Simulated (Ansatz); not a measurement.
# Cu: the cost of one run

Method: DFT PBEsol, scalar-relativistic, plane waves, PAW, in Ansatz 0.2.0.

2 further runs of the same task are left out: 2 that didn't finish.

## (1) The structure to begin with

Symmetry: P6_3/mmc, No. 194, hexagonal system. Conventional cell: a = 2.520 Å, b = 2.520 Å, c = 8.235 Å, α = 90.00°, β = 90.00°, γ = 120.00°. Around Cu (site symmetry -3m) lie 12 Cu at 2.52 Å. Cu (site symmetry -6m2) is surrounded by 12 Cu at 2.52 Å.

Coordinates:

```
Cu
1.0
     2.51980    0.00000    0.00000
    -1.25990    2.18221    0.00000
     0.00000    0.00000    8.23525
Cu
4
Direct
  0.00000 0.00000 0.00000
  0.33333 0.66667 0.25000
  0.00000 0.00000 0.50000
  0.66667 0.33333 0.75000
```

It goes back to an entry of the Materials Project, which need not be the stable form.

It is the result of an earlier relaxation at this level (volume 11.32 Å³/atom; gap on the mesh: none (metal)).

## (2) The slab

Planes are indexed in the bulk's conventional cell (P6_3/mmc (No. 194)), a = 2.520 Å, b = 2.520 Å, c = 8.235 Å, α = 90.00°, β = 90.00°, γ = 120.00°.

A (001) slab, 18.5 Å thick as cut, with 17 Å of vacuum; its outer planes are Cu (top) and Cu (bottom).

The slab as cut. Its planes from the bottom up:

| plane | atoms per cell | height over the lowest (Å) |
| --- | --- | --- |
| 1 | Cu | 0.00 |
| 2 | Cu | 2.06 |
| 3 | Cu | 4.12 |
| 4 | Cu | 6.18 |
| 5 | Cu | 8.24 |
| 6 | Cu | 10.29 |
| 7 | Cu | 12.35 |
| 8 | Cu | 14.41 |
| 9 | Cu | 16.47 |
| 10 | Cu | 18.53 |

## (3) Relaxing the clean slab

File input.yaml:

```yaml
crystal:
  lattice:
    - [2.5197984277, 0.0, 0.0]
    - [-1.2598992139, 2.1822094508, 0.0]
    - [0.0, 0.0, 35.5293232684]
  atoms:
    - { symbol: Cu, position: [0.3333333333, 0.6666666667, 0.2392390065] }
    - { symbol: Cu, position: [0.0, 0.0, 0.2971858939] }
    - { symbol: Cu, position: [0.6666666667, 0.3333333333, 0.3551327814] }
    - { symbol: Cu, position: [0.0, 0.0, 0.4130796688] }
    - { symbol: Cu, position: [0.3333333333, 0.6666666667, 0.4710265563] }
    - { symbol: Cu, position: [0.0, 0.0, 0.5289734437] }
    - { symbol: Cu, position: [0.6666666667, 0.3333333333, 0.5869203312] }
    - { symbol: Cu, position: [0.0, 0.0, 0.6448672186] }
    - { symbol: Cu, position: [0.3333333333, 0.6666666667, 0.7028141061] }
    - { symbol: Cu, position: [0.0, 0.0, 0.7607609935] }
basis:
  ecutwfc: 420
kpoints:
  mp_grid: { grid: [12, 12, 1] }
hamiltonian:
  xc: pbesol
scf:
  occupations: { method: gaussian, width: 0.1 }
output:
  forces: true
  eigenvalues: true
  write_density: true
  write_potential: true
  elf: true
  volumetric_format: npy
relax:
  adjacent_minimum: "off"
  f_tol: 0.03
  max_steps: 70
  constraints: [{ sites: [0, 1, 2, 3, 4] }]
efield:
  axis: 3
  dipole_correction: true
  ramp_width: 0.04
```

Command:

```bash
$ ansatz run input.yaml --threads 2 --pin off --max-ram 5120MiB --backend cpu --events-out ev --progress --plain --runs-dir out
```

Q: Estimate wall time and peak memory on 2 threads of Intel Xeon at 2.50GHz (Skylake/Cascade Lake), shared host.

About 2 min, with a peak of 0.76 GiB.
